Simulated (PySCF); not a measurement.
# CH7BGe: the cost of one run

Computed with PySCF 2.14.0, with density-fitted response routines of our own, on a single molecule in the gas phase. Atoms are numbered from 0 throughout.

## (1) The molecule as given

10 atoms, charge 0, multiplicity 1; geometry from: GFN2-xTB. The atoms were then displaced at random by about 0.01 Å, so the start is not that level's minimum.

Bonds of the start (Å): B0–Ge1 2.04, Ge1–C2 1.99, B0–H3 1.16, B0–H4 1.15, Ge1–H5 1.51, Ge1–H6 1.51, C2–H7 1.09, C2–H8 1.07, C2–H9 1.07.

## (2) Relaxing the molecule at PBE0-D3(BJ)/def2-SVP

Job settings and geometry (Å):

```
{"job": {"xc": "PBE0", "basis": "def2-SVP", "d3": "d3bj", "grid": 1, "shake": 0.01, "kind": "geom"}, "charge": 0, "multiplicity": 1}
B      1.894680    -0.214420     0.037560
Ge     0.100920     0.693180    -0.288850
C     -1.419850    -0.485810     0.220210
H      2.360420    -0.918210    -0.758490
H      2.456000    -0.044750     1.021150
H     -0.172090     1.096680    -1.718540
H     -0.116300     1.989980     0.450580
H     -1.320520    -0.735800     1.277840
H     -1.374580    -1.400120    -0.327030
H     -2.358250    -0.001670     0.064510
```

Command:

```console
$ OMP_NUM_THREADS=1 python probes_run.py task.json out
```

The driver reads the jobs from task.json and runs them one after another.

**Question.** How long does this first job take on 1 thread of Arm Neoverse V1, shared host, and how much memory does it need?

About 12 s, with a peak of 0.45 GiB.
